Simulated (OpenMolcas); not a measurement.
**A workflow on SiNHF3 (SMILES [NH][Si](F)(F)F)**

Aim: a single-point energy (ROHF/ANO-RCC-MB), then a single-point energy (CASSCF(3,3)/ANO-RCC-VDZP), then the energy along one coordinate (CASPT2(3,3)/ANO-RCC-VDZP), then an energy scan (SC-NEVPT2(3,3)/ANO-RCC-VDZP), then the energy along one coordinate (MC-PDFT[tPBE](3,3)/ANO-RCC-VDZP) of SiNHF3. 

The results are computed with OpenMolcas 26.06.

**1. Starting point**

The species is SiNHF3 (6 atoms), meant as a doublet with charge 0. As SMILES, `[NH][Si](F)(F)F`. Geometry: relaxed at PBE0-D4/def2-TZVP.

Bond lengths: N1–Si2 1.723 Å, Si2–F3 1.568 Å, Si2–F4 1.573 Å, Si2–F5 1.573 Å, N1–H6 1.021 Å. Angles: N1–Si2–F3 109.4°, N1–Si2–F4 111.5°, N1–Si2–F5 111.4°, F3–Si2–F4 107.8°, F3–Si2–F5 107.8°, F4–Si2–F5 108.9°, Si2–N1–H6 114.3°.

**2. A single-point energy at ROHF/ANO-RCC-MB (DKH2) (run 1)**

Input file struct.xyz:

```xyz
6

N     -0.974500     0.604600     0.713900
Si     0.193600    -0.089600    -0.346100
F     -0.087100     0.387600    -1.812600
F      0.123100    -1.661400    -0.330200
F      1.652300     0.359600     0.035600
H     -0.865300     0.335400     1.693200
```

Input file step1.input:

```
&GATEWAY
 Coord=struct.xyz
 Basis=ANO-RCC-MB
 Group=NoSym

&SEWARD

&SCF
 UHF
 Spin=2
 PrOrbitals=0

&RASSCF
 FileOrb=$Project.UnaOrb
 Spin=2
 Nactel=1 0 0
 Inactive=24
 Ras2=1
 OutOrbitals=Canonical
 OrbListing=Nothing
```

Started as:

```bash
$ export MOLCAS_MEM=1860
$ pymolcas step1.input > step1.log
```

What it wrote:

```text
--- Start Module: gateway ---
[...]
--- Stop Module: gateway /rc=_RC_ALL_IS_WELL_ ---
[...]
      Basis functions           30
[...]
--- Start Module: scf ---
[...]
       Convergence after  15 Iterations
[...]
::    Total SCF energy                               -643.0247384802
[...]
      Total spin, S                                     0.5031911933
[...]
--- Stop Module: scf /rc=_RC_ALL_IS_WELL_ ---
[...]
--- Start Module: rasscf ---
[...]
      Number of active orbitals                  1
[...]
      Spin quantum number                      0.5
[...]
      Active orbitals                            1
[...]
      Number of CSFs                             1
[...]
      Number of root(s) required                 1
[...]
      Convergence after  7 iterations
[...]
      printout of CI-coefficients larger than  0.05 for root  1
      energy=    -643.022842
      conf/sym  1     Coeff  Weight
             1  u   1.00000 1.00000
      Natural orbitals and occupation numbers for root  1
      sym 1:   1.000000
      ************************************************************************************************************************
      *                                                    Final results                                                     *
[...]
::    RASSCF root number  1 Total energy:   -643.02284206
[...]
      Total electronic charge=   49.000000
      Total            charge=   -0.000000
[...]
      Dipole Moment (debye):
      Origin of the operator (angstrom)=    0.2298   -0.1107   -0.3802
                   X= -4.5735E-01               Y= -6.8493E-02               Z=  2.1999E+00           Total=  2.2479E+00
      Quadrupole Moment (debye*angstrom):
[...]
--- Stop Module: rasscf /rc=_RC_ALL_IS_WELL_ ---
[...]
```

Wall time 6.3 s (1 thread of Intel Xeon Platinum 8259CL at 2.50GHz (Skylake/Cascade Lake), shared host); peak memory 0.38 GiB.

**3. A single-point energy at CASSCF(3,3)/ANO-RCC-VDZP (DKH2, RICD fitting) (run 2)**

struct.xyz is that of step 2.

Input file step2.input:

```
&GATEWAY
  Coord=struct.xyz
  Basis=ANO-RCC-MB
  Group=NoSym

&SEWARD

&RASSCF
  FileOrb=$CurrDir/step1.RasOrb
  Alter=2
  1 10 24
  1 26 27
  Spin=2
  Nactel=3 0 0
  Inactive=23
  Ras2=3
  OrbListing=Nothing
>>> COPY $Project.RunFile RUNFIL1
>>> COPY $Project.RasOrb INPORB

&GATEWAY
  Coord=struct.xyz
  Basis=ANO-RCC-VDZP
  Group=NoSym
  RICD

&SEWARD
>>> COPY $Project.RunFile RUNFIL2

&EXPBAS

&RASSCF
  FileOrb=$Project.ExpOrb
  Spin=2
  Nactel=3 0 0
  Inactive=23
  Ras2=3
  OrbListing=Nothing
  OrbAppear=Compact
```

Started as:

```bash
$ export MOLCAS_MEM=1860
$ pymolcas step2.input > step2.log
```

What it wrote:

```text
--- Start Module: gateway ---
[...]
--- Stop Module: gateway /rc=_RC_ALL_IS_WELL_ ---
[...]
      Basis functions           30
[...]
      Number of active orbitals                  3
[...]
      Spin quantum number                      0.5
[...]
      Active orbitals                            3
[...]
      Number of CSFs                             8
[...]
      Number of root(s) required                 1
[...]
      Convergence after 14 iterations
[...]
      printout of CI-coefficients larger than  0.05 for root  1
      energy=    -643.031937
      conf/sym  111     Coeff  Weight
             1  2u0   0.99726 0.99453
             8  0u2   0.07384 0.00545
      Natural orbitals and occupation numbers for root  1
      sym 1:   1.989076   1.000000   0.010924
      ************************************************************************************************************************
      *                                                    Final results                                                     *
[...]
::    RASSCF root number  1 Total energy:   -643.03193728
[...]
      Basis functions           79
[...]
--- Start Module: expbas ---
[...]
--- Stop Module: expbas /rc=_RC_ALL_IS_WELL_ ---
--- Start Module: rasscf ---
[...]
      Convergence after 23 iterations
[...]
      Natural orbitals and occupation numbers for root  1
      sym 1:   1.987033   1.000000   0.012967
      ************************************************************************************************************************
      *                                                    Final results                                                     *
[...]
::    RASSCF root number  1 Total energy:   -643.49989448
[...]
      Total electronic charge=   49.000000
      Total            charge=   -0.000000
[...]
      Dipole Moment (debye):
      Origin of the operator (angstrom)=    0.2298   -0.1107   -0.3802
                   X= -3.8211E-01               Y= -9.4455E-02               Z=  2.0328E+00           Total=  2.0705E+00
      Quadrupole Moment (debye*angstrom):
[...]
--- Stop Module: rasscf /rc=_RC_ALL_IS_WELL_ ---
[...]
```

Run time: 17 s. Hardware: 1 thread of Intel Xeon Platinum 8259CL at 2.50GHz (Skylake/Cascade Lake), shared host; peak memory 0.38 GiB.

**4. An energy scan at CASPT2(3,3)/ANO-RCC-VDZP (DKH2, RICD fitting, ipea shift 0.25 Eh, pt2 variant SS) (run 3)**

Input file step3.input:

```
>>> COPY $CurrDir/step2.RasOrb $Project.RasOrb
>>> ForEach K in (1, 2, 3, 4, 5, 6, 7, 8, 9)

&GATEWAY
  COORD=$CurrDir/point$K.xyz
  BASIS=ANO-RCC-VDZP
  GROUP=NoSym
  RICD

&SEWARD

&RASSCF
  FILEORB=$Project.RasOrb
  SPIN=2
  NACTEL=3 0 0
  INACTIVE=23
  RAS2=3
  ORBLISTING=Nothing
  ORBAPPEAR=Compact

&CASPT2
  IMAGINARY=0.2
  FROZEN=9
>>> EndDo
```

Started as:

```bash
$ export MOLCAS_MEM=1860
$ pymolcas step3.input > step3.log
```

What it wrote:

```text
--- Start Module: gateway ---
[...]
--- Stop Module: gateway /rc=_RC_ALL_IS_WELL_ ---
[...]
      Basis functions           79
[...]
      Number of active orbitals                  3
[...]
      Spin quantum number                      0.5
[...]
      Active orbitals                            3
[...]
      Number of CSFs                             8
[...]
      Number of root(s) required                 1
[...]
      Convergence after 30 iterations
[...]
      printout of CI-coefficients larger than  0.05 for root  1
      energy=    -643.468396
      conf/sym  111     Coeff  Weight
             1  2u0   0.99777 0.99554
             8  0u2   0.06679 0.00446
      Natural orbitals and occupation numbers for root  1
      sym 1:   1.991078   1.000000   0.008922
      ************************************************************************************************************************
      *                                                    Final results                                                     *
[...]
::    RASSCF root number  1 Total energy:   -643.46839636
[...]
      E2 (Variational):          -0.7872115808
[...]
::    CASPT2 Root  1     Total energy:   -644.25560794
[...]
      Convergence after 17 iterations
[...]
      Natural orbitals and occupation numbers for root  1
      sym 1:   1.987015   1.000000   0.012985
      ************************************************************************************************************************
      *                                                    Final results                                                     *
[...]
      Convergence after 19 iterations
[...]
      Natural orbitals and occupation numbers for root  1
      sym 1:   1.765487   1.000000   0.234513
      ************************************************************************************************************************
      *                                                    Final results                                                     *
[...]
      Convergence after 14 iterations
[...]
      Natural orbitals and occupation numbers for root  1
      sym 1:   1.467760   1.000001   0.532239
      ************************************************************************************************************************
      *                                                    Final results                                                     *
[...]
      Convergence after 11 iterations
[...]
      Natural orbitals and occupation numbers for root  1
      sym 1:   1.158501   1.000000   0.841499
      ************************************************************************************************************************
      *                                                    Final results                                                     *
[...]
::    RASSCF root number  1 Total energy:   -643.29665937
[...]
::    CASPT2 Root  1     Total energy:   -644.04646359
[...]
--- Start Module: rasscf ---
[...]
      Convergence after  9 iterations
[...]
      Natural orbitals and occupation numbers for root  1
      sym 1:   1.031011   1.000000   0.968989
      ************************************************************************************************************************
      *                                                    Final results                                                     *
[...]
::    RASSCF root number  1 Total energy:   -643.29524608
[...]
      Total electronic charge=   49.000000
      Total            charge=   -0.000000
[...]
      E2 (Variational):          -0.7475599101
      Total energy:            -644.0428059937
[...]
      Reference weight:           0.83488
[...]
::    CASPT2 Root  1     Total energy:   -644.04280599
[...]
```

It took 96 s on 1 thread of Intel Xeon Platinum 8259CL at 2.50GHz (Skylake/Cascade Lake), shared host; peak memory 0.084 GiB.

The scan, from its lowest point:

| F3–Si2 (Å) | energy (kJ/mol) |
| --- | --- |
| 1.411 | 90.3 |
| 1.568 | 0.0 |
| 1.724 | 20.7 |
| 1.959 | 127.0 |
| 2.273 | 291.7 |
| 2.665 | 463.4 |
| 3.135 | 588.3 |
| 3.762 | 639.5 |
| 4.703 | 649.1 |

**5. The energy along one coordinate at SC-NEVPT2(3,3)/ANO-RCC-VDZP (DKH2, RICD fitting, pt2 variant SC-NEVPT2) (run 4)**

Input file step4.input:

```
>>> COPY $CurrDir/step2.RasOrb $Project.RasOrb
>>> ForEach K in (1, 2, 3, 4, 5, 6, 7, 8, 9)

&GATEWAY
 Coord
 $CurrDir/point$K.xyz
 Basis
 ANO-RCC-VDZP
 Group
 NoSym
 RICD

&SEWARD

&RASSCF
 FileOrb
 $Project.RasOrb
 Spin
 2
 Nactel
 3 0 0
 Inactive
 23
 Ras2
 3
 OrbListing
 Nothing
 OrbAppear
 Compact

&CASPT2
 SC-NEVPT2
 Frozen
 9
>>> EndDo
```

Started as:

```bash
$ export MOLCAS_MEM=1860
$ pymolcas step4.input > step4.log
```

What it wrote:

```text
--- Start Module: gateway ---
[...]
--- Stop Module: gateway /rc=_RC_ALL_IS_WELL_ ---
[...]
      Basis functions           79
[...]
      Number of active orbitals                  3
[...]
      Spin quantum number                      0.5
[...]
      Active orbitals                            3
[...]
      Number of CSFs                             8
[...]
      Number of root(s) required                 1
[...]
      Convergence after 30 iterations
[...]
      printout of CI-coefficients larger than  0.05 for root  1
      energy=    -643.468396
      conf/sym  111     Coeff  Weight
             1  2u0   0.99777 0.99554
             8  0u2   0.06679 0.00446
      Natural orbitals and occupation numbers for root  1
      sym 1:   1.991078   1.000000   0.008922
      ************************************************************************************************************************
      *                                                    Final results                                                     *
[...]
::    RASSCF root number  1 Total energy:   -643.46839636
[...]
      E2 (Variational):          -0.7797121144
[...]
::    SC-NEVPT2 Root  1     Total energy:   -644.24782186
[...]
      Convergence after 17 iterations
[...]
      Natural orbitals and occupation numbers for root  1
      sym 1:   1.987015   1.000000   0.012985
      ************************************************************************************************************************
      *                                                    Final results                                                     *
[...]
      Convergence after 19 iterations
[...]
      Natural orbitals and occupation numbers for root  1
      sym 1:   1.765487   1.000000   0.234513
      ************************************************************************************************************************
      *                                                    Final results                                                     *
[...]
      Convergence after 14 iterations
[...]
      Natural orbitals and occupation numbers for root  1
      sym 1:   1.467760   1.000001   0.532239
      ************************************************************************************************************************
      *                                                    Final results                                                     *
[...]
      Convergence after 11 iterations
[...]
      Natural orbitals and occupation numbers for root  1
      sym 1:   1.158501   1.000000   0.841499
      ************************************************************************************************************************
      *                                                    Final results                                                     *
[...]
::    RASSCF root number  1 Total energy:   -643.29665937
[...]
::    SC-NEVPT2 Root  1     Total energy:   -644.03944088
[...]
      Convergence after  9 iterations
[...]
      Natural orbitals and occupation numbers for root  1
      sym 1:   1.031011   1.000000   0.968989
      ************************************************************************************************************************
      *                                                    Final results                                                     *
[...]
::    RASSCF root number  1 Total energy:   -643.29524608
[...]
      Total electronic charge=   49.000000
      Total            charge=   -0.000000
[...]
      E2 (Variational):          -0.7407545820
      Total energy:            -644.0360006656
[...]
      Reference weight:           0.83677
[...]
::    SC-NEVPT2 Root  1     Total energy:   -644.03600067
[...]
```

Run time: 86 s. Hardware: 1 thread of Intel Xeon Platinum 8259CL at 2.50GHz (Skylake/Cascade Lake), shared host; peak memory 0.084 GiB.

The scan, from its lowest point:

| F3–Si2 (Å) | energy (kJ/mol) |
| --- | --- |
| 1.411 | 93.2 |
| 1.568 | 0.0 |
| 1.724 | 14.7 |
| 1.959 | 114.2 |
| 2.273 | 278.9 |
| 2.665 | 460.3 |
| 3.135 | 591.1 |
| 3.762 | 640.3 |
| 4.703 | 649.3 |

**6. An energy scan at MC-PDFT[tPBE](3,3)/ANO-RCC-VDZP (DKH2, RICD fitting) (run 5)**

Input file step5.input:

```
>>> COPY $CurrDir/step2.RasOrb $Project.RasOrb
>>> ForEach K in (1, 2, 3, 4, 5, 6, 7, 8, 9)

&GATEWAY
 COORD = $CurrDir/point$K.xyz
 BASIS = ANO-RCC-VDZP
 GROUP = NoSym
 RICD

&SEWARD

&RASSCF
 FILEORB = $Project.RasOrb
 SPIN = 2
 NACTEL = 3 0 0
 INACTIVE = 23
 RAS2 = 3
 ORBLISTING = Nothing
 ORBAPPEAR = Compact

&MCPDFT
 KSDFT = T:PBE
>>> EndDo
```

Started as:

```bash
$ export MOLCAS_MEM=1860
$ pymolcas step5.input > step5.log
```

What it wrote:

```text
[...]
      Basis functions           79
[...]
      Number of active orbitals                  3
[...]
      Spin quantum number                      0.5
[...]
      Active orbitals                            3
[...]
      Number of CSFs                             8
[...]
      Number of root(s) required                 1
[...]
      Convergence after 30 iterations
[...]
      printout of CI-coefficients larger than  0.05 for root  1
      energy=    -643.468396
      conf/sym  111     Coeff  Weight
             1  2u0   0.99777 0.99554
             8  0u2   0.06679 0.00446
      Natural orbitals and occupation numbers for root  1
      sym 1:   1.991078   1.000000   0.008922
      ************************************************************************************************************************
      *                                                    Final results                                                     *
[...]
::    RASSCF root number  1 Total energy:   -643.46839636
[...]
::    MCPDFT root number  1 Total energy:   -644.99679891
[...]
      Convergence after 17 iterations
[...]
      Natural orbitals and occupation numbers for root  1
      sym 1:   1.987015   1.000000   0.012985
      ************************************************************************************************************************
      *                                                    Final results                                                     *
[...]
      Convergence after 19 iterations
[...]
      Natural orbitals and occupation numbers for root  1
      sym 1:   1.765487   1.000000   0.234513
      ************************************************************************************************************************
      *                                                    Final results                                                     *
[...]
      Convergence after 14 iterations
[...]
      Natural orbitals and occupation numbers for root  1
      sym 1:   1.467760   1.000001   0.532239
      ************************************************************************************************************************
      *                                                    Final results                                                     *
[...]
      Convergence after 11 iterations
[...]
      Natural orbitals and occupation numbers for root  1
      sym 1:   1.158501   1.000000   0.841499
      ************************************************************************************************************************
      *                                                    Final results                                                     *
[...]
::    RASSCF root number  1 Total energy:   -643.29665937
[...]
::    MCPDFT root number  1 Total energy:   -644.78351248
[...]
      Convergence after  9 iterations
[...]
      Natural orbitals and occupation numbers for root  1
      sym 1:   1.031011   1.000000   0.968989
      ************************************************************************************************************************
      *                                                    Final results                                                     *
[...]
::    RASSCF root number  1 Total energy:   -643.29524608
[...]
      Total electronic charge=   49.000000
      Total            charge=   -0.000000
[...]
      Dipole Moment (debye):
      Origin of the operator (angstrom)=    0.6846   -0.8839    1.9958
                   X= -5.6116E-01               Y=  2.4205E-01               Z=  9.1487E-01           Total=  1.1002E+00
      Quadrupole Moment (debye*angstrom):
[...]
::    MCPDFT root number  1 Total energy:   -644.78008715
[...]
```

Run time: 94 s. Hardware: 1 thread of Intel Xeon Platinum 8259CL at 2.50GHz (Skylake/Cascade Lake), shared host; peak memory 0.084 GiB.

The scan, from its lowest point:

| F3–Si2 (Å) | energy (kJ/mol) |
| --- | --- |
| 1.411 | 91.6 |
| 1.568 | 0.0 |
| 1.724 | 17.3 |
| 1.959 | 117.0 |
| 2.273 | 272.3 |
| 2.665 | 443.4 |
| 3.135 | 588.5 |
| 3.762 | 651.6 |
| 4.703 | 660.6 |

**7. What came out**

| quantity | value |
| --- | --- |
| run 1, ROHF/ANO-RCC-MB: total energy | -643.02284 Eh |
| run 1, ROHF/ANO-RCC-MB: dipole moment | 2.25 D |
| run 2, CASSCF(3,3)/ANO-RCC-VDZP: total energy | -643.49989 Eh |
| run 2, CASSCF(3,3)/ANO-RCC-VDZP: dipole moment (CASSCF density) | 2.07 D |
| run 3, CASPT2(3,3)/ANO-RCC-VDZP: lowest energy of the scan | -644.29002 Eh |
| run 4, SC-NEVPT2(3,3)/ANO-RCC-VDZP: lowest energy of the scan | -644.28332 Eh |
| run 5, MC-PDFT[tPBE](3,3)/ANO-RCC-VDZP: lowest energy of the scan | -645.03168 Eh |

In words: Mulliken charges (run 2, CASSCF(3,3)/ANO-RCC-VDZP) run from -0.46 on F4 to +1.60 on Si2. The run (run 3, CASPT2(3,3)/ANO-RCC-VDZP) may have ended on a state above the lowest. The run (run 4, SC-NEVPT2(3,3)/ANO-RCC-VDZP) may have ended on a state above the lowest. The run (run 5, MC-PDFT[tPBE](3,3)/ANO-RCC-VDZP) may have ended on a state above the lowest.
